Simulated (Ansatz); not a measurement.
# ClFOSW: the cost of one run

The runs use Ansatz 0.2.0, Gaussian basis; the settings change from run to run.

## (1) The geometry

The geometry comes from an earlier relaxation with PBE0-D4 in a triple-zeta def2 set; it is a stationary point. W takes a core potential in def2 sets; no spin-orbit term is included.

SMILES `[O]=[W]([F])(=[S])[Cl]`, 5 atoms, charge 0, spin multiplicity 1.

Atoms are counted from 1 here; the program's logs count them from 0.

Bond lengths: O1–W2 1.688 Å, W2–F3 1.846 Å, W2–S4 2.119 Å, W2–Cl5 2.247 Å. Angles: O1–W2–F3 109.3°, O1–W2–S4 107.5°, O1–W2–Cl5 108.4°, F3–W2–S4 109.4°, F3–W2–Cl5 113.2°, S4–W2–Cl5 108.9°.

## (2) SVWN5/def2-mTZVPP

This run has multiplicity 3, restricted open-shell orbitals, finite nuclei, a point charge of 2.00 e beside it, high accuracy.

Input file in.yaml:

```yaml
crystal:
  periodic: [false, false, false]
  atoms:
    - {symbol: O, position_ang: [-0.351179, -0.512547, 1.622846]}
    - {symbol: W, position_ang: [0.070454, -0.064574, 0.051301]}
    - {symbol: F, position_ang: [1.777775, -0.663208, -0.315747]}
    - {symbol: S, position_ang: [-1.302524, -0.997493, -1.266409]}
    - {symbol: Cl, position_ang: [-0.144628, 2.164123, -0.133291]}
basis:
  gaussian: {orbitals: def2-mTZVPP, nuclear_model: gaussian, point_charges: [{charge: 2.00, position_ang: [5.728, -0.541, -0.761]}]}
magnetization: {spin_polarized: false, initial_magnetization: 2}
hamiltonian: {xc: {name: SVWN5}}
accuracy: high
output: {forces: true}
```

Started as:

```sh
> ansatz run in.yaml --threads 4 --pin off --events-out ev --progress --plain --max-ram 10444MiB
```

What time and memory should one allow on 4 threads of Arm Neoverse V2, shared host?

About 10 s, with a peak of 0.57 GiB.
